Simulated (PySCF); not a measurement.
# C₆H₇NOS: magnetic properties

Aim: compute the magnetic properties of C₆H₇NOS (`N#C[C@@H]1C=C[S@](=O)CC1`).

Computed with PySCF 2.14.0 and routines of our own; the level stands in each step. Atoms count from 0.

## 1. The system as given

16 atoms, charge 0, multiplicity 1; geometry from: GFN2-xTB.

## 2. Magnetic properties: GIAO B97-2/pcSseg-1

What the job is given:

```
{"job": {"kind": "mag", "xc": "B97-2", "basis": "pcSseg-1", "isotopologues": 0}, "charge": 0, "multiplicity": 1}
N      1.798965    -0.850687     2.410434
C      1.471376    -0.801066     1.317442
C      1.033476    -0.723872    -0.063672
C      1.214009     0.703568    -0.510215
C      0.240595     1.529988    -0.842035
S     -1.530903     1.128897    -0.900293
O     -2.198574     2.267815    -0.275710
C     -1.394122    -0.217637     0.369801
C     -0.410489    -1.233901    -0.175223
H      1.701445    -1.369932    -0.649041
H      2.241836     1.047891    -0.502037
H      0.430804     2.551987    -1.130070
H     -1.076295     0.219906     1.314973
H     -2.390370    -0.641650     0.486855
H     -0.641210    -1.421818    -1.227013
H     -0.498140    -2.180545     0.364394
```

With the program's defaults for keys left out, this is: GIAO B97-2/pcSseg-1 magnetisability, rotational g tensor and spin-rotation constants, non-relativistic, gas phase.

Command:

```sh
OMP_NUM_THREADS=1 python excited_run.py task.json out
```

The driver reads the jobs from task.json and runs them one after another.

The program printed:

```text
coarse grid: 14632 points
cycle   1  E = -760.5026696125  dE =  1.690e+00  |g| = 9.799e-01  |ddm| = 3.980e+00
cycle   2  E = -759.2615651638  dE =  1.241e+00  |g| = 2.566e+00  |ddm| = 5.127e+00
cycle   3  E = -760.6830683809  dE = -1.422e+00  |g| = 2.601e-01  |ddm| = 4.490e+00
cycle   4  E = -760.6932726831  dE = -1.020e-02  |g| = 1.830e-01  |ddm| = 5.040e-01
cycle   5  E = -760.6998560748  dE = -6.583e-03  |g| = 7.014e-02  |ddm| = 2.007e-01
cycle   6  E = -760.7008550836  dE = -9.990e-04  |g| = 1.969e-02  |ddm| = 5.715e-02
cycle   7  E = -760.7009380337  dE = -8.295e-05  |g| = 3.562e-03  |ddm| = 1.968e-02
cycle   8  E = -760.7009405612  dE = -2.527e-06  |g| = 1.713e-03  |ddm| = 6.000e-03
final grid: 138800 points
cycle   9  E = -760.7585890599  dE = -6.357e-05  |g| = 6.408e-03  |ddm| = 3.523e-02
cycle  10  E = -760.7585673989  dE =  2.166e-05  |g| = 1.191e-02  |ddm| = 1.714e-02
cycle  11  E = -760.7585962863  dE = -2.889e-05  |g| = 1.242e-03  |ddm| = 1.309e-02
cycle  12  E = -760.7585965126  dE = -2.263e-07  |g| = 6.795e-04  |ddm| = 1.726e-03
cycle  13  E = -760.7585966131  dE = -1.005e-07  |g| = 1.967e-04  |ddm| = 6.468e-04
cycle  14  E = -760.7585966211  dE = -7.991e-09  |g| = 6.536e-05  |ddm| = 1.840e-04
cycle  15  E = -760.7585966220  dE = -8.222e-10  |g| = 2.546e-05  |ddm| = 6.547e-05
converged SCF energy = -760.7585966220

Magnetisability tensor (1e-30 J/T^2)
    -1197.19       52.12        4.90
       52.12    -1233.42      -27.00
        4.90      -27.00    -1334.81
isotropic -1255.14   principal values   -1343.95  -1262.14  -1159.33
isotropic susceptibility -75.586 1e-6 cm^3/mol

Inertial axes            a          b          c
rot. const./GHz      2.9716     0.9483     0.8885
chi total           -75.822    -70.601    -80.336
chi diamagnetic    -528.597  -1296.028  -1389.219
chi paramagnetic    452.774   1225.427   1308.883
quadrupole/D A      -21.175     18.954      2.220
g nuclear            0.5944     0.5211     0.5312
g electronic        -0.6321    -0.5460    -0.5463
g total             -0.0377    -0.0249    -0.0151

Spin-rotation constants (kHz, H = +C I.J)
atom  isotope        aa         bb         cc
  0    14N        0.401      0.205      0.106
  9     1H       -0.208     -0.099     -0.011
 10     1H       -0.180      0.048     -0.103
 11     1H       -0.176      0.051     -0.099
 12     1H       -0.259     -0.103      0.018
 13     1H       -0.270      0.038     -0.112
 14     1H       -0.252     -0.107     -0.002
 15     1H       -0.174     -0.018     -0.102
  1    13C*       0.782      0.411      0.173
  2    13C*       0.519      0.148      0.126
  3    13C*       0.913      0.425      0.156
  4    13C*       1.024      0.450      0.194
  5    33S*       1.421      0.434      0.253
  6    17O*      -0.588      0.052     -0.129
  7    13C*       0.536      0.202      0.172
  8    13C*       0.461      0.134      0.146
* in the singly substituted isotopologue
```

It took 61 s on 1 thread of Arm Neoverse N1, shared host; peak memory 1 GiB.

From this job:

```tsv
quantity	value
magnetisability	-1255·10⁻³⁰ J/T²
molar susceptibility	-75.6·10⁻⁶ cm³/mol
rotational g (a, b, c)	-0.0377, -0.0249, -0.0151
```

## 3. Magnetic properties: GIAO LC-wPBE/pcseg-1

Settings changed since step 2:

```diff
@@ -1,2 +1,2 @@
-{"job": {"kind": "mag", "xc": "B97-2", "basis": "pcSseg-1", "isotopologues": 0}, "charge": 0, "multiplicity": 1}
+{"job": {"kind": "mag", "xc": "LC-wPBE", "basis": "pcseg-1"}, "charge": 0, "multiplicity": 1}
 N      1.798965    -0.850687     2.410434
```

Level: GIAO LC-wPBE/pcseg-1 magnetisability, rotational g tensor and spin-rotation constants, non-relativistic, gas phase.

The program printed:

```text
coarse grid: 14632 points
cycle   1  E = -760.1468249224  dE =  2.247e+00  |g| = 1.011e+00  |ddm| = 4.434e+00
cycle   2  E = -759.9159269965  dE =  2.309e-01  |g| = 1.551e+00  |ddm| = 2.791e+00
cycle   3  E = -760.3881654543  dE = -4.722e-01  |g| = 6.361e-02  |ddm| = 1.724e+00
cycle   4  E = -760.3895108881  dE = -1.345e-03  |g| = 3.519e-02  |ddm| = 1.572e-01
cycle   5  E = -760.3897783609  dE = -2.675e-04  |g| = 1.838e-02  |ddm| = 5.128e-02
cycle   6  E = -760.3898508731  dE = -7.251e-05  |g| = 4.924e-03  |ddm| = 2.173e-02
cycle   7  E = -760.3898581434  dE = -7.270e-06  |g| = 1.338e-03  |ddm| = 7.567e-03
final grid: 138800 points
cycle   8  E = -760.4747378956  dE = -4.281e-05  |g| = 5.220e-03  |ddm| = 3.466e-02
cycle   9  E = -760.4747410671  dE = -3.172e-06  |g| = 4.314e-03  |ddm| = 1.138e-02
cycle  10  E = -760.4747455023  dE = -4.435e-06  |g| = 7.054e-04  |ddm| = 5.312e-03
cycle  11  E = -760.4747455902  dE = -8.791e-08  |g| = 3.697e-04  |ddm| = 9.872e-04
cycle  12  E = -760.4747456211  dE = -3.094e-08  |g| = 6.882e-05  |ddm| = 5.155e-04
cycle  13  E = -760.4747456227  dE = -1.636e-09  |g| = 2.817e-05  |ddm| = 1.382e-04
cycle  14  E = -760.4747456230  dE = -2.408e-10  |g| = 1.409e-05  |ddm| = 5.942e-05
converged SCF energy = -760.4747456230

Magnetisability tensor (1e-30 J/T^2)
    -1217.45       58.92        4.98
       58.92    -1259.93      -34.27
        4.98      -34.27    -1368.32
isotropic -1281.90   principal values   -1381.43  -1289.52  -1174.75
isotropic susceptibility -77.198 1e-6 cm^3/mol

Inertial axes            a          b          c
rot. const./GHz      2.9716     0.9483     0.8885
chi total           -77.413    -71.518    -82.662
chi diamagnetic    -528.688  -1296.657  -1389.643
chi paramagnetic    451.275   1225.140   1306.981
quadrupole/D A      -21.667     19.374      2.292
g nuclear            0.5944     0.5211     0.5312
g electronic        -0.6300    -0.5458    -0.5455
g total             -0.0356    -0.0248    -0.0143

Spin-rotation constants (kHz, H = +C I.J)
atom  isotope        aa         bb         cc
  0    14N        0.374      0.193      0.098
  9     1H       -0.220     -0.103     -0.014
 10     1H       -0.187      0.047     -0.105
 11     1H       -0.190      0.051     -0.098
 12     1H       -0.261     -0.104      0.014
 13     1H       -0.272      0.034     -0.112
 14     1H       -0.257     -0.108     -0.006
 15     1H       -0.179     -0.022     -0.103
  1    13C*       0.733      0.387      0.160
  2    13C*       0.451      0.128      0.109
  3    13C*       0.869      0.419      0.131
  4    13C*       0.980      0.443      0.169
  5    33S*       1.414      0.431      0.251
  6    17O*      -0.523      0.075     -0.106
  7    13C*       0.460      0.181      0.148
  8    13C*       0.381      0.110      0.121
* in the singly substituted isotopologue
```

Wall time 77 s (1 thread of Arm Neoverse N1, shared host); peak memory 0.84 GiB.

From this job:

```tsv
quantity	value
magnetisability	-1282·10⁻³⁰ J/T²
molar susceptibility	-77.2·10⁻⁶ cm³/mol
rotational g (a, b, c)	-0.0356, -0.0248, -0.0143
```

## 4. Magnetic properties side by side

```tsv
level	ξ (10⁻³⁰ J/T²)	g(a)	g(b)	gap (eV)	functions	time
GIAO B97-2/pcSseg-1	-1255	-0.0377	-0.0249	5.46	195	61 s
GIAO LC-wPBE/pcseg-1	-1282	-0.0356	-0.0248	10.66	165	77 s
```

## 5. Results

| quantity | value |
| --- | --- |
| magnetisability (step 2, GIAO B97-2/pcSseg-1) | -1255·10⁻³⁰ J/T² |
| molar susceptibility (step 2, GIAO B97-2/pcSseg-1) | -75.6·10⁻⁶ cm³/mol |
| rotational g (a, b, c) (step 2, GIAO B97-2/pcSseg-1) | -0.0377, -0.0249, -0.0151 |
| magnetisability over the levels | -1282 to -1255·10⁻³⁰ J/T² |

What this shows: The magnetisability spreads by 2.1 % over 2 levels of like cost. Two levels can agree by chance, so this spread shows no convergence. Vibrational averaging and real surroundings are missing from these values.
